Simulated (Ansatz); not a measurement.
Ta, space group Fm-3m: a scan of the energy under strain, run with Ansatz 0.2.0, Python API.

`ta.py`:
```python
"""Energy of Ta under uniaxial strain, ions carried with the cell."""

import logging
import sys

import ansatz as az
import numpy as np
from tabulate import tabulate

logging.basicConfig(stream=sys.stdout, format="%(name)s: %(message)s")
logger = logging.getLogger("calc")
logger.setLevel(logging.INFO)

vectors0 = np.array([
    [0.0, 2.11, 2.11],
    [2.11, 0.0, 2.11],
    [2.11, 2.11, 0.0],
])
sites = [
    ("Ta", [0.0, 0.0, 0.0]),
]


def make_crystal(cell):
    crystal = az.Crystal(lattice=az.Lattice.of(cell))
    for symbol, position in sites:
        crystal = crystal.atom(symbol, position)
    return crystal

# clamped ions: the fractional positions stay as typed
values = np.linspace(-0.02, 0.02, 5)
energies = []
for d in values:
    strain = np.diag([0, 0, d])
    cell = vectors0 @ (np.eye(3) + strain)
    job = (
        make_crystal(cell).calculation()
        .occupations(az.OccupationsMethod.GAUSSIAN, width=100 * az.meV)
        .functional("pbesol")
        .basis(450)
        .pseudopotentials("paw")
        .kpoints(14, 14, 14)
        .stress()
    )
    data = job.run(threads=1, backend="cpu").report
    energies.append(data["free_energy_ev"] / len(sites))
    s = data["stress_gpa"]
    logger.info(f"d = {d:+.4f}  stress xx yy zz xy (GPa, compression positive): {s[0][0]:8.3f} {s[1][1]:8.3f} {s[2][2]:8.3f} {s[0][1]:8.3f}")
energies = np.array(energies)

print(tabulate(zip(values, 1000 * (energies - energies.min())), headers=["strain", "dE (meV/atom)"], floatfmt=".3f"))
curvature = 2 * np.polyfit(values, energies, 3)[1]
volume = abs(np.linalg.det(vectors0)) / len(sites)
logger.info(f"d2E/dd2 over the volume: {curvature / volume * 160.21766:.1f} GPa")
```

How much energy does this uniaxial strain cost, and what curvature follows?

Against the unstrained cell the energy per atom changes by -12.13 meV at one end of the scan and +16.35 meV at the other, and its second derivative over the volume is 89.6 GPa. The lowest row is an end of the scan, as the cell stands under stress.

The output:

```console
$ python ta.py
calc: d = -0.0200  stress xx yy zz xy (GPa, compression positive):   -1.395   -1.395   -4.382    0.000
calc: d = -0.0100  stress xx yy zz xy (GPa, compression positive):   -3.790   -3.790   -5.148    0.000
calc: d = +0.0000  stress xx yy zz xy (GPa, compression positive):   -6.056   -6.056   -6.056   -0.000
calc: d = +0.0100  stress xx yy zz xy (GPa, compression positive):   -8.248   -8.248   -6.977   -0.000
calc: d = +0.0200  stress xx yy zz xy (GPa, compression positive):  -10.381  -10.381   -7.877    0.000
  strain    dE (meV/atom)
--------  ---------------
  -0.020            0.000
  -0.010            5.571
   0.000           12.131
   0.010           19.776
   0.020           28.482
calc: d2E/dd2 over the volume: 89.6 GPa
```

Reading the output:
- Total energies depend on the potentials; only differences at equal settings carry meaning.
- No spin polarisation was allowed.
- The curvature belongs to this strain pattern and to the cell's stress; it equals a single elastic constant only for simple patterns.
- In a metal a curvature from energy changes of a few meV or less hangs on mesh and smearing, in size and even in sign.
- Spin-orbit coupling, which matters for elements this heavy, is left out.
- At these settings the cell as given stands under about -6 GPa, so it isn't at this functional's equilibrium volume.
- This isn't the structure that Ta takes at ambient conditions.
- The ions keep their fractional positions (clamped ions).
- Hardware and time: 11 s on 1 thread of Arm Neoverse V2 (shared host), peak memory 0.4 GiB.
